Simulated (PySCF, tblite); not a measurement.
# C₄H₁₁B₂N: geometry, infrared bands and NMR shifts

Wanted: the infrared bands and NMR shifts of C₄H₁₁B₂N (`BCNBC(=C)C`), by calculation.

Computed with tblite 0.8.0 and PySCF 2.14.0, with density-fitted response routines of our own, on a single molecule in the gas phase. Atoms are numbered from 0 throughout.

## Step 1: The molecule as given

18 atoms, charge 0, multiplicity 1; geometry from: force field or distance geometry start.

Bonds of the start (Å): B0–C1 1.56, C1–N2 1.44, N2–B3 1.51, B3–C4 1.55, C4–C5 1.33, C4–C6 1.50, B0–H7 1.20, B0–H8 1.17, C1–H9 1.10, C1–H10 1.13, N2–H11 1.05, B3–H12 1.21, C5–H13 1.08, C5–H14 1.09, C6–H15 1.13, C6–H16 1.13, C6–H17 1.10.

## Step 2: Relaxing the molecule with GFN2-xTB

What the job is given:

```
{"job": {"kind": "relax", "xc": "GFN2-xTB", "basis": "xTB"}, "charge": 0, "multiplicity": 1}
B     -2.323500     0.793800     0.377600
C     -1.837600    -0.508000    -0.321900
N     -0.961200    -1.351400     0.457700
B      0.325600    -0.688000     0.890100
C      1.268200    -0.056700    -0.162400
C      1.339400    -0.475300    -1.427400
C      2.114000     1.095100     0.296000
H     -3.464600     1.105700     0.176900
H     -1.673500     1.591500     0.938300
H     -1.346600    -0.267600    -1.276700
H     -2.724800    -1.138400    -0.610500
H     -1.446700    -1.856500     1.237200
H      0.821700    -1.002300     1.949000
H      0.759400    -1.302800    -1.821500
H      2.035000     0.056800    -2.081000
H      1.764200     1.469200     1.305900
H      3.132000     0.662700     0.525200
H      2.210200     1.878600    -0.464200
```

Launch:

```console
$ OMP_NUM_THREADS=1 python probes_run.py task.json out
```

One launch serves the whole session: the jobs run in the order shown.

**Question.** This job is followed by: GFN2-xTB harmonic vibrations, gas phase; GIAO PBE0/pcSseg-1 NMR shielding, non-relativistic, gas phase. What will the session give for the following? strongest single infrared mode (GFN2-xTB); zero-point energy (GFN2-xTB); 13C shifts against TMS (PBE0/pcSseg-1); 1H shifts against TMS (PBE0/pcSseg-1, means over atoms taken as alike); 11B shifts against BF3·OEt2 (PBE0/pcSseg-1); 15N shifts against NH3 (PBE0/pcSseg-1).

The runs gave:

```
                                                              quantity                                         value
                             strongest single infrared mode (GFN2-xTB)                          868 cm⁻¹, 203 km/mol
                                          zero-point energy (GFN2-xTB)                                 91.1 kcal/mol
                                13C shifts against TMS (PBE0/pcSseg-1)                  159.1, 123.4, 55.2, 26.8 ppm
1H shifts against TMS (PBE0/pcSseg-1, means over atoms taken as alike)  7.94, 5.67, 5.12, 5.09, 5.06, 4.24, 1.84 ppm
                           11B shifts against BF3·OEt2 (PBE0/pcSseg-1)                                91.6, 36.3 ppm
                                15N shifts against NH3 (PBE0/pcSseg-1)                                     139.5 ppm
```

Over 139 steps the energy fell by 0.998 eV; of the close pairs, N2–B3 changed most, 1.511 to 1.377 Å. All 48 modes are real, so the xTB geometry is a minimum. The strongest single mode, at 868 cm⁻¹, moves mainly H8, B0 and H7. GFN2-xTB is a fitted tight-binding method: band positions and strengths are rough. Its intensities can rank the bands wrongly. C4 (fully substituted alkene carbon) lies farthest downfield among carbon, at 159.1 ppm; the olefinic region. At PBE0/pcSseg-1: The largest span, 265 ppm, is at C4, where the paramagnetic term is -234 ppm.
